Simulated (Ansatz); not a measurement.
# CaC3: the cost of one run

Method: DFT PBE, scalar-relativistic, plane waves, PAW, in Ansatz 0.2.0.

3 further runs of the same task are left out: 3 set aside as unsound or not needed.

### Step 1. The starting structure

Symmetry: I4/mmm, No. 139, tetragonal system. Conventional cell: a = 3.578 Å, b = 3.578 Å, c = 7.991 Å, α = 90.00°, β = 90.00°, γ = 90.00°. Around Ca (site symmetry 4/mmm) lie 12 C at 2.53 to 2.68 Å. Around C (site symmetry 4/mmm) lie 4 Ca at 2.53 Å. C (site symmetry -4m2) has 8 C at 2.53 to 2.68 Å and 4 Ca at 2.68 Å as nearest neighbours.

Structure file:

```cif
data_structure
_symmetry_space_group_name_H-M 'P 1'
_symmetry_Int_Tables_number 1
_cell_length_a 4.7291
_cell_length_b 4.7291
_cell_length_c 4.7291
_cell_angle_alpha 135.550
_cell_angle_beta 135.550
_cell_angle_gamma 64.676
_cell_volume 51.14
loop_
_atom_site_label
_atom_site_type_symbol
_atom_site_fract_x
_atom_site_fract_y
_atom_site_fract_z
_atom_site_occupancy
Ca1 Ca 0.00000 0.00000 0.00000 1
C1 C 0.50000 0.50000 0.00000 1
C2 C 0.25000 0.75000 0.50000 1
C3 C 0.75000 0.25000 0.50000 1
```

This is candidate A: TiAl3 (D0_22) type (I4/mmm, No. 139).

(A quick probe on a coarse mesh, which set the mesh and smearing, is not shown.)

### Step 3. Coarse relaxation (candidate A)

Input file input.yaml:

```yaml
crystal:
  lattice:
    - [-1.7887596191, 1.7887596191, 3.9956708376]
    - [1.7887596191, -1.7887596191, 3.9956708376]
    - [1.7887596191, 1.7887596191, -3.9956708376]
  atoms:
    - { symbol: Ca, position: [0.0, 0.0, 0.0] }
    - { symbol: C, position: [0.5, 0.5, 0.0] }
    - { symbol: C, position: [0.25, 0.75, 0.5] }
    - { symbol: C, position: [0.75, 0.25, 0.5] }
basis:
  ecutwfc: 420
kpoints:
  mp_grid: { grid: [6, 6, 6] }
hamiltonian:
  xc: pbe
scf:
  occupations: { method: gaussian, width: 0.1 }
  lower_state_search: "off"
output:
  forces: true
  stress: true
  eigenvalues: true
relax:
  adjacent_minimum: "off"
  f_tol: 0.04
  max_steps: 70
  cell: { stress_tol: 0.4 }
```

Run with:

```
ansatz run input.yaml --threads 1 --pin off --max-ram 2560MiB --backend cpu --events-out ev --progress --plain --runs-dir out
```

**Question.** How long does this run take on 1 thread of Arm Neoverse V2, shared host, and how much memory does it need?

About 7.5 s, with a peak of 0.32 GiB.
